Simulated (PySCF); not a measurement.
Runs of PySCF 2.14.0 on OGaBr2H. The cell holds a molecule in a box, 5 atoms: a = 13.000 Å, b = 13.000 Å, c = 12.000 Å, α = 90.00°, β = 90.00°, γ = 90.00°. 

```tsv
task	level	three-body dispersion term	conv_tol	exxdiv	grid for exchange and correlation	three-centre integrals	gap on the mesh (eV)
atomic charges	r2SCAN0+D3(BJ)	no	1e-07 Ha	ewald	Becke, atom-centred	read from an earlier run's file	7.40
atomic charges	PBEsol0	-	1e-07 Ha	ewald	Becke, atom-centred	read from an earlier run's file	(b)
excitation energies (Tamm-Dancoff)	PBE0	-	1e-08 Ha	ewald	Becke, atom-centred	read from an earlier run's file	7.02
atomic charges	PBEsol+D4	yes	1e-07 Ha	-	Becke, atom-centred	read from an earlier run's file	(a)
MP2 correlation energy	HF	-	1e-08 Ha	ewald	-	read from an earlier run's file	13.52
atomic charges	PBE	-	1e-07 Ha	-	Becke, atom-centred	-	4.76
atomic charges	HSE03+D3(BJ)	no	1e-07 Ha	ewald	Becke, atom-centred	read from an earlier run's file	6.22
```

Alike in all rows: potentials or basis def2-svp (all-electron); no spin polarisation; cell as given; k mesh 1 × 1 × 1; smearing fixed.

**Question.** Estimate the missing entries.

**Answer.** (a) 4.75; (b) 7.00.

Caveats: this is a molecule in a periodic box at the Γ point, so its band gap is the HOMO-LUMO gap; relativity is left out, which matters for the heavier elements; the basis of atomic orbitals isn't converged, which shifts pressures, moduli and gaps; the basis is small and the box finite, so much correlation energy is missing and levels can be off by tenths of an eV (some runs); the iterative solver can pass over a root and still report convergence (some runs); the D4 parameters stored for this functional may belong to another (some runs); this program's HSE differs a little from the usual definition (some runs).

A k mesh can miss the band edges, and the runs leave out spin-orbit coupling on Br, Ga.
